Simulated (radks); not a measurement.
**W⁺ in [Xe] 4f14 5d4 6s1: an all-electron calculation**

Wanted: eigenvalues, radial structure and energy terms of the tungsten ion W+.

Program: radks (a radial shooting solver on a logarithmic mesh, Libxc functionals) version 1. Level of theory: scalar-relativistic Kohn-Sham, PBE, spin-unpolarised, spherical densities, finite nucleus. These are calculated values, not measurements, unless marked.

**1. The system**

| Property | Result |
| --- | --- |
| element | tungsten (Z = 74) |
| charge | +1 |
| electrons | 73 |
| configuration | [Xe] 4f14 5d4 6s1 |
| nuclear rms radius | 5.3658 fm |

The outer shells:

W⁺
```
[Xe] core
4f [↑↓][↑↓][↑↓][↑↓][↑↓][↑↓][↑↓]
5d [↑ ][↑ ][↑ ][↑ ][  ]
6s [↑ ]
```

**2. The run**

The run's settings:

```text
Z 74
configuration [Xe] 4f14 5d4 6s1 6p0 7s0
relativity scalar-relativistic
functional pbe,pbe
spin unpolarised
nucleus finite rms 5.3658 fm
c 137.035999084
```

Launch:

```
$ python run_ks.py task.json out
```

The same process makes all the runs of this session.

**Question.** What will this run give?

As calculated:

```
                        quantity                value
                    total energy  -16139.6614 hartree
exchange-correlation share of it               2.00 %
                            −T/E               1.1015
          highest occupied level       5d, -11.729 eV
    most extended occupied level  6s, <r> = 2.96 bohr
 radius at density 0.001 e/bohr³            4.31 bohr
    maxima of the radial density                    4
         ionisation energy, NIST  16.4 (semi-emp.) eV
```

**Reading.** The radial density shows 4 maxima for 6 occupied principal shells; where shells overlap, one shows as a shoulder or not at all. −T/E is 1.101: with relativity the kinetic term as defined here no longer equals −E. Minus the highest eigenvalue, 11.729 eV, is 72 % of the tabulated ionisation energy (16.4 eV); the potential of a semilocal functional falls off too fast, so its top eigenvalue is too shallow. Spin polarisation and multiplet splitting are left out. Spin-orbit splitting is averaged out at the scalar-relativistic level.
